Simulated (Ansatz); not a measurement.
# CH4ClFNV, SMILES [CH3][V](=[NH])([F])[Cl]: vertical spin-state energies

With the Ansatz DFT code, driven from Python.

Notebook, run cell by cell (the value of a cell's last expression is shown):

**Cell 1**
```python
import ansatz
```

**Cell 2**
```python
config = {
    "basis_set": "def2-SVPD",
    "functional": "R2SCAN0",
}
```

**Cell 3**
```python
GEOMETRY = """
C    -1.39020   -0.17510    0.15750
V     0.68100    0.09410    0.27170
N     1.45640   -0.90960   -1.05920
F     1.36590   -0.48840    1.99490
Cl    1.24370    2.34200   -0.03540
H    -1.78280    0.19280   -0.86450
H    -1.89750    0.50960    0.91660
H    -1.66910   -1.17480    0.31510
H     2.08110   -0.43680   -1.71370
"""

geometry = ansatz.Crystal.molecule()
for line in GEOMETRY.strip().splitlines():
    symbol, *xyz = line.split()
    geometry = geometry.atom(symbol, [float(v) for v in xyz])
```

**Cell 4**
```python
calc = (
    geometry.calculation()
    .basis(gaussian=config["basis_set"])
    .functional(config["functional"])
)
found = {}
for unpaired in [0, 2]:
    summary = calc.spin("collinear", total=unpaired).run().report
    s = unpaired / 2
    found[unpaired] = summary["free_energy_ev"]
    print(f"2S+1 = {unpaired + 1}: E = {found[unpaired]:.5f} eV, <S^2> = {abs(summary['mean_field']['state']['spin_squared']):.3f} (pure state {s * (s + 1):.2f})")
lowest = min(found, key=found.get)
for unpaired, e in found.items():
    print(f"multiplicity {unpaired + 1}: {(e - found[lowest]):.3f} eV above the lowest")
```
Output:
```text
2S+1 = 1: E = -43503.60536 eV, <S^2> = 0.925 (pure state 0.00)
2S+1 = 3: E = -43502.88233 eV, <S^2> = 2.040 (pure state 2.00)
multiplicity 1: 0.000 eV above the lowest
multiplicity 3: 0.723 eV above the lowest
```

In order: multiplicity 1 (+0.00 eV) and multiplicity 3 (+0.72 eV), all at the one geometry.

Reading the output:
- Total energies depend on the basis set; only differences at equal settings carry meaning.
- The geometry is a force-field or estimated start, not a minimum of this method, and the basis set is short of its limit. All parts are taken at fixed geometry, without zero-point energy.
- The expectation value of S² is noticeably off S(S+1) in at least one run, so that state is spin-contaminated.
- It ran for 13 min on 1 thread of Arm Neoverse V2, with other jobs on the host, peak memory 1 GiB.
